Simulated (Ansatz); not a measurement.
# HBr: response to a stretch of c alone

Aim: apply a stretch of c alone to HBr from -4.5 to +4.5 %, where the rest of the cell is held and the atoms relax, and follow energy, stress and any gap.

Method: DFT r2SCAN, scalar-relativistic, plane waves, PAW, in Ansatz 0.2.0.

3 further runs of the same task are left out: 3 set aside as unsound or not needed.

### Step 1. The system as given

The structure is tetragonal, space group I4/mmm (No. 139). Conventional cell: a = 5.374 Å, b = 5.374 Å, c = 3.337 Å, α = 90.00°, β = 90.00°, γ = 90.00°. H (site symmetry 4/mmm) is surrounded by 2 Br at 1.67 Å. Br (site symmetry 4/mmm) is surrounded by 2 H at 1.67 Å.

Structure file:

```
H Br
1.0
     3.33719    0.00000    0.00000
     0.00000    7.59441    0.00000
     0.00000    0.00000    7.60617
H Br
4 4
Cartesian
  0.0000 0.0000 0.0000
  0.0000 3.7972 3.8031
  1.6686 0.0000 3.8031
  1.6686 3.7972 0.0000
  1.6686 0.0000 0.0000
  1.6686 3.7972 3.8031
  0.0000 0.0000 3.8031
  0.0000 3.7972 0.0000
```

The unstrained cell comes from an earlier run at this level (8 atoms, E(σ→0) -11234.6588 eV, gap 1.68 eV over the zone).

### Step 2. At -1.5 %

Contents of input.yaml:

```yaml
crystal:
  lattice:
    - [3.3371903096, 0.0, 0.0]
    - [0.0, 7.5944054978, 0.0]
    - [0.0, 0.0, 7.4920800319]
  atoms:
    - { symbol: H, position: [0.0, 0.0, 0.0] }
    - { symbol: H, position: [0.0, 0.5, 0.5] }
    - { symbol: H, position: [0.5, 0.0, 0.5] }
    - { symbol: H, position: [0.5, 0.5, 0.0] }
    - { symbol: Br, position: [0.5, 0.0, 0.0] }
    - { symbol: Br, position: [0.5, 0.5, 0.5] }
    - { symbol: Br, position: [0.0, 0.0, 0.5] }
    - { symbol: Br, position: [0.0, 0.5, 0.0] }
basis:
  ecutwfc: 500
kpoints:
  mp_grid: { grid: [8, 4, 4] }
hamiltonian:
  xc: r2scan
scf:
  occupations: { method: gaussian, width: 0.02 }
output:
  forces: true
  stress: true
  eigenvalues: true
```

Further runs follow: the gap over the whole zone at -1.5 %; the cell strained by +1.5 %; band edges over the zone at +1.5 %; the cell strained by -3.0 %; seeking the band edges at -3.0 %; At +3.0 %; the gap over the whole zone at +3.0 %; At -4.5 %; band edges over the zone at -4.5 %; At +4.5 %.

**Question.** What will these runs give? Wanted: (1/V) d²E/dε² at zero strain, cubic fit.

**Answer**, as computed:

| quantity | value |
| --- | --- |
| largest energy cost | 1.4 meV/atom at -4.5 % |
| (1/V) d²E/dε² at zero strain, cubic fit | 7 GPa |

In words: From the curvature follows the elastic constant along c at held a and b: 7 GPa. On this cell's mesh the unstrained reference holds a stress of up to 0.15 GPa.
